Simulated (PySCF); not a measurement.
**Si2H5Br: geometry, electronic excitations**

Aim: predict the electronic excitations of Si2H5Br (`[SiH3][SiH2]Br`).

Computed with PySCF 2.14.0, with density-fitted response routines of our own, on a single molecule in the gas phase. Atoms count from 0, in the outputs and in this text.

## Step 1: Starting geometry

8 atoms, charge 0, multiplicity 1; geometry from: GFN2-xTB. The atoms were then displaced at random by about 0.01 Å, so the start is not that level's minimum.

Bonds of the start (Å): Si0–Si1 2.33, Si1–Br2 2.25, Si0–H3 1.45, Si0–H4 1.47, Si0–H5 1.49, Si1–H6 1.46, Si1–H7 1.45.

## Step 2: Optimising the geometry at PBE0-D3(BJ)/def2-SVP

Job settings and geometry (Å):

```
{"job": {"xc": "PBE0", "basis": "def2-SVP", "d3": "d3bj", "grid": 1, "shake": 0.01, "kind": "geom"}, "charge": 0, "multiplicity": 1}
Si     1.239470     0.165510     0.013810
Si    -1.036860    -0.324610     0.129620
Br    -2.226320     0.993400    -1.251370
H      1.969340    -0.695170     0.922240
H      1.734170    -0.013060    -1.354680
H      1.466900     1.582740     0.398190
H     -1.680710    -0.080210     1.414050
H     -1.410860    -1.647730    -0.324320
```

On the command line:

```sh
$ OMP_NUM_THREADS=1 python probes_run.py task.json out
```

The driver reads the jobs from task.json and runs them one after another.

Standard output:

```text
step   0  E = -3155.13822351  max force = 0.018252
step   1  E = -3155.14256199  max force = 0.002546
step   2  E = -3155.14262248  max force = 0.000980
step   3  E = -3155.14261450  max force = 0.000583
step   4  E = -3155.14260523  max force = 0.001110
step   5  E = -3155.14261720  max force = 0.000857
step   6  E = -3155.14262653  max force = 0.000618
step   7  E = -3155.14263629  max force = 0.000336
optimisation converged
```

It took 43 s on 1 thread of Arm Neoverse N1, shared host; peak memory 0.39 GiB.

Relaxation path:

| step | energy from step 0 (eV) | largest force component (eV/Å) |
| --- | --- | --- |
| 0 | 0.0000 | 0.9386 |
| 1 | -0.1181 | 0.1309 |
| 2 | -0.1197 | 0.0504 |
| 3 | -0.1195 | 0.0300 |
| 4 | -0.1192 | 0.0571 |
| 5 | -0.1196 | 0.0441 |
| 6 | -0.1198 | 0.0318 |
| 7 | -0.1201 | 0.0173 |

Distances of close pairs at the start and the end, largest changes first:

| bond | before (Å) | after (Å) | change (Å) |
| --- | --- | --- | --- |
| Si0–H3 | 1.449 | 1.496 | +0.047 |
| Si1–H7 | 1.448 | 1.492 | +0.044 |
| Si1–H6 | 1.457 | 1.492 | +0.035 |
| Si0–H4 | 1.466 | 1.493 | +0.027 |
| Si1–Br2 | 2.249 | 2.237 | -0.012 |
| Si0–Si1 | 2.331 | 2.342 | +0.011 |
| Si0–H5 | 1.486 | 1.493 | +0.007 |

The next job starts from the end point, and lists it.

| at the end point | value |
| --- | --- |
| point group (found at 0.08 Å tolerance) | Cs |
| rotational constants (GHz, main isotopes) | 9.325, 1.506, 1.337 |
| dipole moment (D) | 1.47 |

## Step 3: Ultraviolet spectrum: PBE0/aug-cc-pVTZ

Job settings and geometry (Å):

```
{"job": {"kind": "uv", "xc": "PBE0", "basis": "aug-cc-pVTZ"}, "charge": 0, "multiplicity": 1}
Si     0.538586    -0.062135     0.178504
Si    -1.720913    -0.634271     0.405971
Br    -2.927448     0.709197    -0.914872
H      1.364889    -0.928896     1.074863
H      0.961814    -0.267883    -1.238674
H      0.728757     1.369493     0.558243
H     -2.203329    -0.453178     1.806484
H     -1.982042    -2.040441    -0.020343
```

With the program's defaults for keys left out, this is: TDDFT PBE0/aug-cc-pVTZ, vertical, gas phase, core orbitals frozen in the response.

Standard output:

```text
coarse grid: 32520 points
cycle   1  E = -3155.6954897569  dE = -1.162e+00  |g| = 2.460e-01  |ddm| = 5.696e+00
cycle   2  E = -3155.6979847729  dE = -2.495e-03  |g| = 1.636e-01  |ddm| = 8.154e-01
cycle   3  E = -3155.7046794595  dE = -6.695e-03  |g| = 6.396e-02  |ddm| = 4.031e-01
cycle   4  E = -3155.7057810932  dE = -1.102e-03  |g| = 4.724e-03  |ddm| = 9.666e-02
cycle   5  E = -3155.7057843774  dE = -3.284e-06  |g| = 1.522e-03  |ddm| = 1.122e-02
final grid: 63792 points
cycle   6  E = -3155.7057331628  dE = -2.911e-07  |g| = 1.351e-03  |ddm| = 8.904e-03
cycle   7  E = -3155.7057332681  dE = -1.053e-07  |g| = 1.196e-03  |ddm| = 3.847e-03
cycle   8  E = -3155.7057335274  dE = -2.593e-07  |g| = 6.049e-05  |ddm| = 1.681e-03
cycle   9  E = -3155.7057335287  dE = -1.271e-09  |g| = 1.172e-05  |ddm| = 1.225e-04
cycle  10  E = -3155.7057335287  dE = -3.456e-11  |g| = 3.116e-06  |ddm| = 2.574e-05
converged SCF energy = -3155.7057335287

Static polarisability (au): isotropic 82.580, principal 69.142 78.829 99.768

Singlet excitations
state   eV       nm        f      main configurations
  1   5.7924    214.0   0.02726   H->L 0.98
  2   6.1667    201.1   0.00965   H-1->L 0.98
  3   6.7566    183.5   0.01182   H->L+1 0.97
  4   6.8206    181.8   0.01449   H->L+3 0.94
  5   7.0135    176.8   0.14503   H->L+2 0.90
  6   7.1848    172.6   0.00005   H-1->L+1 0.92
  7   7.2524    171.0   0.00412   H-2->L 0.71, H-1->L+3 0.21
  8   7.3485    168.7   0.02772   H-1->L+3 0.68, H-2->L 0.18
  9   7.4175    167.2   0.00120   H-1->L+2 0.82
 10   7.5044    165.2   0.02593   H->L+4 0.73, H->L+6 0.08

Triplet excitations (Tamm-Dancoff, eV): 5.2236 5.8001 6.0309 6.3012
```

Wall time 62 s (1 thread of Arm Neoverse N1, shared host); peak memory 0.95 GiB.

Frontier orbitals and where they lie:

| orbital | eV | atoms |
| --- | --- | --- |
| HOMO−3 | -9.94 | Si0 28 %, H5 22 %, H4 22 % |
| HOMO−2 | -9.46 | Br2 42 %, Si1 22 %, Si0 17 % |
| HOMO−1 | -8.44 | Br2 71 %, Si1 18 %, H6 5 % |
| HOMO | -8.00 | Br2 46 %, Si1 22 %, Si0 14 % |
| LUMO | -0.90 | Si1 37 %, Br2 24 %, Si0 19 % |
| LUMO+1 | -0.22 | Si0 21 %, H7 20 %, H6 20 % |
| LUMO+2 | -0.11 | Si0 23 %, Si1 22 %, H4 17 % |

With each of the 10 states as a Gaussian band of 0.4 eV half-width at 1/e, the curve within the window shown has maxima at 212 nm (ε 1,300), 176 nm (ε 7,600) L/(mol cm). Beyond the last state computed it falls off for lack of states. The curve at chosen wavelengths:

(nm, ε (L/mol/cm)): (159, 1068), (162, 2051), (165, 3353), (168, 4861), (172, 6747), (175, 7540), (178, 7436), (181, 6464), (184, 4994), (187, 3493), (191, 1985), (194, 1342), (197, 1050), (200, 994), (203, 1065), (206, 1176), (210, 1284), (213, 1289), (216, 1217), (219, 1079), (222, 899), (225, 707), (229, 470), (232, 326), (235, 215), (238, 136)

Further results of this job:

| property | computed |
| --- | --- |
| dipole moment (D) | 1.45 |
| polarisability (Å³) | 12.24 |
| HOMO–LUMO gap (eV) | 7.10 |
| −ε(HOMO) (eV) | 8.00 |

## Step 4: Ultraviolet spectrum: PBE0/def2-TZVPD

Same as in step 3 but for these lines:

```diff
@@ -1,2 +1,2 @@
-{"job": {"kind": "uv", "xc": "PBE0", "basis": "aug-cc-pVTZ"}, "charge": 0, "multiplicity": 1}
+{"job": {"kind": "uv", "xc": "PBE0", "basis": "def2-TZVPD"}, "charge": 0, "multiplicity": 1}
 Si     0.538586    -0.062135     0.178504
```

Level: TDDFT PBE0/def2-TZVPD, vertical, gas phase, core orbitals frozen in the response.

Standard output:

```text
coarse grid: 32520 points
cycle   1  E = -3155.6434059838  dE = -1.182e+00  |g| = 3.005e-01  |ddm| = 2.093e+00
cycle   2  E = -3155.6467174196  dE = -3.311e-03  |g| = 1.954e-01  |ddm| = 3.756e-01
cycle   3  E = -3155.6535557544  dE = -6.838e-03  |g| = 5.795e-02  |ddm| = 2.088e-01
cycle   4  E = -3155.6545008282  dE = -9.451e-04  |g| = 7.018e-03  |ddm| = 5.196e-02
cycle   5  E = -3155.6545080093  dE = -7.181e-06  |g| = 2.044e-03  |ddm| = 7.607e-03
final grid: 63792 points
cycle   6  E = -3155.6544914692  dE = -2.806e-07  |g| = 2.020e-03  |ddm| = 4.330e-03
cycle   7  E = -3155.6544915526  dE = -8.335e-08  |g| = 1.997e-03  |ddm| = 2.913e-03
cycle   8  E = -3155.6544920614  dE = -5.088e-07  |g| = 6.345e-05  |ddm| = 1.346e-03
cycle   9  E = -3155.6544920628  dE = -1.429e-09  |g| = 1.371e-05  |ddm| = 7.865e-05
cycle  10  E = -3155.6544920629  dE = -7.685e-11  |g| = 2.933e-06  |ddm| = 1.621e-05
converged SCF energy = -3155.6544920629

Static polarisability (au): isotropic 82.284, principal 68.902 78.513 99.436

Singlet excitations
state   eV       nm        f      main configurations
  1   5.7905    214.1   0.02719   H->L 0.98
  2   6.1698    201.0   0.00869   H-1->L 0.98
  3   6.7815    182.8   0.01432   H->L+2 0.52, H->L+1 0.44
  4   6.8660    180.6   0.03370   H->L+1 0.49, H->L+2 0.42
  5   7.1322    173.8   0.11635   H->L+3 0.84
  6   7.2373    171.3   0.00542   H-2->L 0.62, H-1->L+1 0.16, H-1->L+2 0.15
  7   7.2848    170.2   0.00008   H-1->L+1 0.54, H-1->L+2 0.43
  8   7.3280    169.2   0.03461   H-1->L+2 0.36, H-2->L 0.31, H-1->L+1 0.25
  9   7.5458    164.3   0.00082   H-1->L+3 0.93
 10   7.6209    162.7   0.03375   H->L+4 0.81

Triplet excitations (Tamm-Dancoff, eV): 5.2034 5.8084 5.9658 6.3208
```

It took 33 s on 1 thread of Arm Neoverse N1, shared host; peak memory 0.78 GiB.

In short: HOMO -8.01 eV, LUMO -0.90 eV; lowest singlet 5.79 eV.

## Step 5: Comparing the runs: electronic excitations

Excitations and ground-state properties, with basis size and wall time:

| run | lowest singlet (eV) | brightest (eV) | f | gap (eV) | α (Å³) | μ (D) | functions | time |
| --- | --- | --- | --- | --- | --- | --- | --- | --- |
| PBE0/aug-cc-pVTZ | 5.79 | 7.01 | 0.145 | 7.10 | 12.24 | 1.45 | 274 | 62 s |
| PBE0/def2-TZVPD | 5.79 | 7.13 | 0.116 | 7.10 | 12.19 | 1.43 | 188 | 33 s |

## Step 6: Summary of results

| quantity | value |
| --- | --- |
| point group | Cs |
| rotational constants (main isotopes) | 9.33, 1.51, 1.34 GHz |
| lowest singlet (PBE0/aug-cc-pVTZ) | 5.79 eV (214 nm), f = 0.027 |
| brightest single state of those computed | state 5, 7.01 eV, f = 0.145 |
| lowest triplet | 5.22 eV |
| range of the lowest singlet | 5.79 to 5.79 eV |

Over 7 steps the energy fell by 0.120 eV; of the close pairs, Si0–H3 changed most, 1.449 to 1.496 Å. No frequency check was run at this level, so the end point may be a saddle. The first singlet state (HOMO→LUMO 0.98) lies at 5.79 eV and is weak; of the 10 states computed, the strongest absorption comes from state 5 at 7.01 eV. The lowest triplet lies 0.57 eV below the lowest singlet (triplets in Tamm-Dancoff, singlets in full TDDFT).
